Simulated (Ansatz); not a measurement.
# BaPdO3: the cost of one run

All numbers are computed with the Python package of Ansatz 0.2.0. Level of theory: DFT PBEsol, plane waves, PAW.

## 1. The system

It takes space group Pm-3m (No. 221, cubic). The conventional cell has a = 4.128 Å, b = 4.128 Å, c = 4.128 Å, α = 90.00°, β = 90.00°, γ = 90.00°. Around Ba (site symmetry m-3m) lie 12 O at 2.92 Å. Around Pd (site symmetry m-3m) lie 6 O at 2.06 Å. O (site symmetry 4/mmm) is surrounded by 2 Pd at 2.06 Å and 4 Ba at 2.92 Å.

No structure file is read: the coordinates are typed or built in the script.

## 2. Script

Contents of run_eos.py:

```python
# -*- coding: utf-8 -*-
"""Energy against volume for BaPdO3, with a fit."""

from dataclasses import dataclass
import warnings

import ansatz as az
from ase.eos import EquationOfState
from ase.units import GPa
import numpy as np


@dataclass(frozen=True)
class RunConfig:
    xc: str = "PBEsol"
    occupations: str = "fermi_dirac"
    cutoff_ev: int = 500
    kmesh: tuple[int, ...] = (6, 6, 6)


cfg = RunConfig()

vectors0 = np.array([
    [4.12827, 0.0, 0.0],
    [0.0, 4.12827, 0.0],
    [0.0, 0.0, 4.12827],
])
sites = [
    ("Ba", [0.0, 0.0, 0.0]),
    ("Pd", [0.5, 0.5, 0.5]),
    ("O", [0.0, 0.5, 0.5]),
    ("O", [0.5, 0.0, 0.5]),
    ("O", [0.5, 0.5, 0.0]),
]


def build(cell):
    crystal = az.Crystal(lattice=az.Lattice.of(cell))
    for symbol, position in sites:
        crystal = crystal.atom(symbol, position)
    return crystal

warnings.simplefilter("ignore", az.DeckWarning)

# scale the volume, keep shape and fractions
volumes, energies = [], []
for scale in np.linspace(0.9, 1.1, 9):
    cell = vectors0 * scale ** (1 / 3)
    base = (
        build(cell).calculation()
        .functional(cfg.xc)
        .occupations(cfg.occupations)
        .basis(cfg.cutoff_ev)
        .kpoints(*cfg.kmesh)
    )
    rep = base.run(threads=1, backend="cpu").report
    volumes.append(abs(np.linalg.det(cell)) / len(sites))
    energies.append(rep["free_energy_ev"] / len(sites))
    print(f"V = {volumes[-1]:8.4f} A^3/atom  F = {energies[-1]:.5f} eV/atom")

eos = EquationOfState(volumes, energies, eos="birchmurnaghan")
v0, e0, bulk = eos.fit()
print(f"V0 = {v0:.4f} A^3/atom, E0 = {e0:.5f} eV/atom, B = {bulk / GPa:.1f} GPa")
eos.plot("eos.png")
```

## 3. The input behind the calls

The package turns the script's settings into the engine's input (first run):

```yaml
crystal:
  lattice:
    - [3.985800861785883, 0.0, 0.0]
    - [0.0, 3.985800861785883, 0.0]
    - [0.0, 0.0, 3.985800861785883]
  atoms:
    - { symbol: Ba, position: [0.0, 0.0, 0.0] }
    - { symbol: Pd, position: [0.5, 0.5, 0.5] }
    - { symbol: O, position: [0.0, 0.5, 0.5] }
    - { symbol: O, position: [0.5, 0.0, 0.5] }
    - { symbol: O, position: [0.5, 0.5, 0.0] }
basis:
  ecutwfc: 500.0
kpoints:
  mp_grid:
    grid: [6, 6, 6]
hamiltonian:
  xc: pbesol
scf:
  occupations:
    method: fermi_dirac
```

## 4. Running it

Started as:

```console
$ python run_eos.py
```

**Question.** How long does this script take on 1 thread of Arm Neoverse V2, shared host, and how much memory does it need?

About 20 s, with a peak of 0.44 GiB.
